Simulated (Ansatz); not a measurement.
# SnNH7 (built from SMILES N.[SnH4]): a reaction path by the nudged elastic band

What path joins these two structures, and how high does it climb? Both ends were relaxed at PBE0-D4 in triple zeta. A second band with other settings follows.

Program: Ansatz 0.2.0, Gaussian basis. Level of theory: PBE0-D4/def2-SVP. These are calculated values, not measurements.

22 further runs of the same task are left out: 22 set aside as unsound or not needed.

## 1. Starting geometry

The first end: 9 atoms, charge 0, spin multiplicity 1.

Atoms are counted from 1 here; the program's logs count them from 0.

Bond lengths: Sn1–H2 1.703 Å, Sn1–H3 1.723 Å, Sn1–H4 1.703 Å, Sn1–H5 1.703 Å, H6–N7 1.013 Å, N7–H8 1.013 Å, N7–H9 1.013 Å. Angles: H2–Sn1–H3 106.7°, H2–Sn1–H4 112.1°, H2–Sn1–H5 112.1°, H3–Sn1–H4 106.7°, H3–Sn1–H5 106.7°, H4–Sn1–H5 112.1°, H6–N7–H8 107.3°, H6–N7–H9 107.3°, H8–N7–H9 107.3°.

Coordinates:

```xyz
9

Sn   -0.9997   -1.0777   -0.2013
H     0.5356   -1.8024   -0.3330
H    -2.1608   -2.3289   -0.4349
H    -1.2740   -0.4382    1.3529
H    -1.2695    0.0760   -1.4242
H     1.7565    0.9595    0.9621
N     1.1041    1.1900    0.2223
H     0.6616    2.0660    0.4732
H     1.6464    1.3557   -0.6170
```

The second end:

| atom | x (Å) | y (Å) | z (Å) |
| --- | --- | --- | --- |
| Sn1 | -1.2769 | -0.0174 | -0.4814 |
| H2 | 2.3598 | -1.5522 | 1.5780 |
| H3 | -1.0163 | -1.4268 | -1.4026 |
| H4 | -1.9558 | -0.3604 | 1.0432 |
| H5 | -2.2919 | 1.0651 | -1.3429 |
| H6 | 1.9871 | -1.0189 | 1.2047 |
| N7 | 0.5705 | 0.7483 | -0.1060 |
| H8 | 0.5413 | 1.5892 | 0.4573 |
| H9 | 1.0824 | 0.9731 | -0.9502 |

## 2. The band at PBE0-D4/def2-SVP

neb/in.yaml reads:

```yaml
crystal:
  periodic: [false, false, false]
  atoms:
    - {symbol: Sn, position_ang: [-0.999727, -1.077733, -0.201284]}
    - {symbol: H, position_ang: [0.535581, -1.802360, -0.333034]}
    - {symbol: H, position_ang: [-2.160774, -2.328850, -0.434927]}
    - {symbol: H, position_ang: [-1.273960, -0.438231, 1.352893]}
    - {symbol: H, position_ang: [-1.269541, 0.075994, -1.424245]}
    - {symbol: H, position_ang: [1.756450, 0.959521, 0.962073]}
    - {symbol: N, position_ang: [1.104071, 1.190028, 0.222326]}
    - {symbol: H, position_ang: [0.661609, 2.065980, 0.473156]}
    - {symbol: H, position_ang: [1.646392, 1.355651, -0.616958]}
basis:
  gaussian: {orbitals: def2-SVP}
hamiltonian: {xc: pbe0, dispersion: d4}
neb:
  images: 5
  climbing: true
  max_iterations: 40
  initial_path: idpp
  final_atoms:
    - {symbol: Sn, position_ang: [-1.276929, -0.017449, -0.481414]}
    - {symbol: H, position_ang: [2.359808, -1.552214, 1.577992]}
    - {symbol: H, position_ang: [-1.016327, -1.426831, -1.402611]}
    - {symbol: H, position_ang: [-1.955777, -0.360416, 1.043198]}
    - {symbol: H, position_ang: [-2.291943, 1.065122, -1.342934]}
    - {symbol: H, position_ang: [1.987077, -1.018873, 1.204714]}
    - {symbol: N, position_ang: [0.570480, 0.748334, -0.106004]}
    - {symbol: H, position_ang: [0.541282, 1.589206, 0.457272]}
    - {symbol: H, position_ang: [1.082431, 0.973119, -0.950211]}
```

Run with:

```console
ansatz run in.yaml --threads 2 --pin off --events-out ev --progress --plain --max-ram 4352MiB
```

The log of the run (excerpt; [...] marks lines left out):

```text
Functional definition: PBE0
  name "PBE0"
  cite "Adamo & Barone, J. Chem. Phys. 110, 6158 (1999) doi:10.1063/1.478522"
  cite "Perdew, Burke & Ernzerhof, Phys. Rev. Lett. 77, 3865 (1996) doi:10.1103/PhysRevLett.77.3865"
  parent pbe
[...]
915 factors; integrals over basis functions are off by at most 3.5e-4 eV
[...]
mean field -7431.50785948 eV, -273.1028765789 hartree, gradient 8.7e-5 eV, S^2 0.000000; 0 other end points of the search recorded, 0 dependent functions left out
[...]
reference -7431.50789218 eV, -273.1028777808 hartree; 18, 18 occupied and 57, 57 virtual orbitals, 915 factors
[... from here to the last solve, the lines of the solves are left out (129 solves) ...]
WARN: NEB end point (image 0): max|allowed force component| = 3.020e-1 eV/Å (the criterion of neb.relax_end_points is 1.000e-2). That is over neb.f_tol: it is no minimum, so the barrier can be far off. Relax it first
WARN: NEB end point (image 6): max|allowed force component| = 4.071e-1 eV/Å (the criterion of neb.relax_end_points is 1.000e-2). That is over neb.f_tol: it is no minimum, so the barrier can be far off. Relax it first
NEB iter   1: max|band force component| = 4.219e0 eV/Å  barrier→ = 6.0816 eV  barrier← = 5.4374 eV  Δτ_max = 0.2000 Å  (171 SCF iters)
[...]
NEB iter   5: max|band force component| = 1.803e0 eV/Å  barrier→ = 2.2657 eV  barrier← = 1.6215 eV  Δτ_max = 0.2000 Å  (132 SCF iters)
[...]
NEB iter   9: max|band force component| = 5.478e-1 eV/Å  barrier→ = 1.9660 eV  barrier← = 1.3218 eV  CI = image 3  Δτ_max = 0.0997 Å  (133 SCF iters)
[...]
NEB iter  13: max|band force component| = 8.639e-2 eV/Å  barrier→ = 1.9069 eV  barrier← = 1.2627 eV  CI = image 3  Δτ_max = 0.0498 Å  (118 SCF iters)
[...]
NEB iter  17: max|band force component| = 6.628e-2 eV/Å  barrier→ = 1.9053 eV  barrier← = 1.2611 eV  CI = image 3  Δτ_max = 0.0100 Å  (103 SCF iters)
[...]
NEB iter  18: max|band force component| = 4.420e-2 eV/Å  barrier→ = 1.9051 eV  barrier← = 1.2609 eV  CI = image 3  CI's point: of a kind that is not told: the force calls were inconclusive, a negative curvature could not be distinguished from the path's own, the only one lies far off the [...]
Total energy: -7429.69993444 eV, -273.0364365593 hartree
Atom 0 at    -0.978731    -0.284414     0.028142 Å, force     0.004614     0.013059     0.006465 eV/Å
Atom 1 at     0.796637    -1.210165     0.997089 Å, force    -0.001930    -0.010756    -0.001994 eV/Å
Atom 2 at    -1.168636    -1.776037    -0.780566 Å, force     0.000299    -0.004204    -0.000899 eV/Å
Atom 3 at    -1.588095    -0.124535     1.615100 Å, force    -0.003530     0.002410    -0.001940 eV/Å
Atom 4 at    -1.817164     0.901461    -0.935381 Å, force     0.004091    -0.005325     0.002064 eV/Å
Atom 5 at     1.223204    -0.346699     0.476971 Å, force     0.001141     0.032724    -0.006247 eV/Å
Atom 6 at     1.005071     0.642869    -0.269824 Å, force     0.006661     0.001091    -0.023298 eV/Å
Atom 7 at     1.143831     1.591766     0.088289 Å, force    -0.006762    -0.019003     0.020798 eV/Å
Atom 8 at     1.383983     0.605754    -1.219821 Å, force    -0.004584    -0.009994     0.005049 eV/Å
Dipole moment:     0.104597     0.429599    -0.290986 e Å
```

It took 1.9 min on 2 threads, shared host.

The last band:

| image | path (Å) | energy (kcal/mol) | Sn1–N7 (Å) | H2–H6 (Å) | Sn1–H2 (Å) | H6–N7 (Å) |
| --- | --- | --- | --- | --- | --- | --- |
| 0 | 0.00 | 0.0 | 3.12 | 3.29 | 1.70 | 1.01 |
| 1 | 1.21 | 2.3 | 3.05 | 2.52 | 1.71 | 1.02 |
| 2 | 2.43 | 13.3 | 2.71 | 1.92 | 1.75 | 1.02 |
| 3 | 3.64 | 43.9 | 2.21 | 1.09 | 2.22 | 1.26 |
| 4 | 4.58 | 19.1 | 2.07 | 0.78 | 2.87 | 1.99 |
| 5 | 5.52 | 14.9 | 2.05 | 0.77 | 3.76 | 2.44 |
| 6 | 6.46 | 14.9 | 2.03 | 0.75 | 4.45 | 2.62 |

The highest image, 3:

```
Sn   -0.9787   -0.2844    0.0281
H     0.7966   -1.2102    0.9971
H    -1.1686   -1.7760   -0.7806
H    -1.5881   -0.1245    1.6151
H    -1.8172    0.9015   -0.9354
H     1.2232   -0.3467    0.4770
N     1.0051    0.6429   -0.2698
H     1.1438    1.5918    0.0883
H     1.3840    0.6058   -1.2198
```

## 3. The band at PBE-D4/def2-TZVP, other settings

neb/in.yaml: that of step 2 with these lines changed.

```diff
@@ -13,9 +13,9 @@
 basis:
-  gaussian: {orbitals: def2-SVP}
-hamiltonian: {xc: pbe0, dispersion: d4}
+  gaussian: {orbitals: def2-TZVP}
+hamiltonian: {xc: pbe, dispersion: d4}
 neb:
-  images: 5
+  images: 7
   climbing: true
   max_iterations: 40
-  initial_path: idpp
+  initial_path: linear
   final_atoms:
```

Run with:

```console
ansatz run in.yaml --threads 2 --pin off --events-out ev --progress --plain --max-ram 4352MiB
```

The log of the run (excerpt; [...] marks lines left out):

```text
Functional definition: PBE
  name "PBE"
[... 2 set-up lines as earlier in the session ...]
[...]
851 factors; their error is unknown
[...]
mean field -7433.07254758 eV, -273.1603778061 hartree, gradient 2.7e-5 eV, S^2 0.000000; 0 other end points of the search recorded, 0 dependent functions left out
[...]
reference -7433.07260151 eV, -273.1603797878 hartree; 18, 18 occupied and 105, 105 virtual orbitals, 851 factors
[... from here to the last solve, the lines of the solves are left out (246 solves) ...]
WARN: NEB end point (image 0): max|allowed force component| = 3.247e-1 eV/Å (the criterion of neb.relax_end_points is 1.000e-2). That is over neb.f_tol: it is no minimum, so the barrier can be far off. Relax it first
WARN: NEB end point (image 8): max|allowed force component| = 3.515e-1 eV/Å (the criterion of neb.relax_end_points is 1.000e-2). That is over neb.f_tol: it is no minimum, so the barrier can be far off. Relax it first
[...]
NEB iter  29: max|band force component| = 4.737e-2 eV/Å  barrier→ = 1.6966 eV  barrier← = 1.2616 eV  CI = image 4  CI's point: of a kind that is not told: the force calls were inconclusive, a negative curvature could not be distinguished from the path's own, the only one lies far off the [...]
Total energy: -7431.49021522 eV, -273.1022281645 hartree
Atom 0 at    -0.977861    -0.297721     0.031252 Å, force    -0.008529    -0.003547     0.001207 eV/Å
Atom 1 at     0.803559    -1.200392     0.999683 Å, force    -0.002615     0.002682    -0.000457 eV/Å
Atom 2 at    -1.173311    -1.804821    -0.763860 Å, force    -0.000406    -0.001494    -0.000013 eV/Å
Atom 3 at    -1.610170    -0.124163     1.615907 Å, force     0.000604    -0.000703     0.001954 eV/Å
Atom 4 at    -1.806285     0.885003    -0.955370 Å, force     0.000275    -0.000438    -0.000969 eV/Å
Atom 5 at     1.235285    -0.334068     0.474565 Å, force     0.000044    -0.005387     0.008330 eV/Å
Atom 6 at     1.009024     0.651191    -0.272687 Å, force     0.014301     0.008279    -0.013171 eV/Å
Atom 7 at     1.134570     1.600093     0.097523 Å, force     0.000115    -0.007397    -0.002117 eV/Å
Atom 8 at     1.385290     0.624877    -1.227013 Å, force    -0.003788     0.008005     0.005235 eV/Å
Dipole moment:     0.114766     0.382674    -0.252871 e Å
```

Wall time 3.1 min (2 threads, shared host).

The last band:

| image | path (Å) | energy (kcal/mol) | Sn1–N7 (Å) | H2–H6 (Å) | Sn1–H2 (Å) | H6–N7 (Å) |
| --- | --- | --- | --- | --- | --- | --- |
| 0 | 0.00 | 0.0 | 3.12 | 3.29 | 1.70 | 1.01 |
| 1 | 1.06 | 0.7 | 3.27 | 2.78 | 1.72 | 1.02 |
| 2 | 2.12 | 3.9 | 3.22 | 2.30 | 1.72 | 1.02 |
| 3 | 3.18 | 14.1 | 2.68 | 1.85 | 1.77 | 1.02 |
| 4 | 4.23 | 39.1 | 2.22 | 1.10 | 2.22 | 1.26 |
| 5 | 5.03 | 17.2 | 2.09 | 0.78 | 2.72 | 1.89 |
| 6 | 5.83 | 10.2 | 2.07 | 0.76 | 3.40 | 2.41 |
| 7 | 6.63 | 9.7 | 2.06 | 0.76 | 4.02 | 2.61 |
| 8 | 7.43 | 10.0 | 2.03 | 0.75 | 4.45 | 2.62 |

The highest image, 4:

```
Sn   -0.9779   -0.2977    0.0313
H     0.8036   -1.2004    0.9997
H    -1.1733   -1.8048   -0.7639
H    -1.6102   -0.1242    1.6159
H    -1.8063    0.8850   -0.9554
H     1.2353   -0.3341    0.4746
N     1.0090    0.6512   -0.2727
H     1.1346    1.6001    0.0975
H     1.3853    0.6249   -1.2270
```

## 4. Outcome

```
                                                                       quantity                                                     value
                                                PBE0-D4/def2-SVP, 18 iterations  highest 43.9 kcal/mol (image 3), last end +14.9 kcal/mol
                                                PBE-D4/def2-TZVP, 29 iterations  highest 39.1 kcal/mol (image 4), last end +10.0 kcal/mol
from earlier runs: barrier over the separately found saddle, CCSD(T)/def2-TZVPP                                             48.5 kcal/mol
```

What this shows: The highest image lies 43.9 kcal/mol above the first end, and it climbed, so it estimates the saddle. The ends are not quite minima at this level (largest force component 0.41 eV/Å), so the heights are unreliable: relaxing the first end would lower it and raise the barrier above it. The highest image is 4.6 kcal/mol below the CCSD(T) barrier in triple zeta, which comes from separate runs on the saddle. The second band's highest image lies at 39.1 kcal/mol; the levels differ.
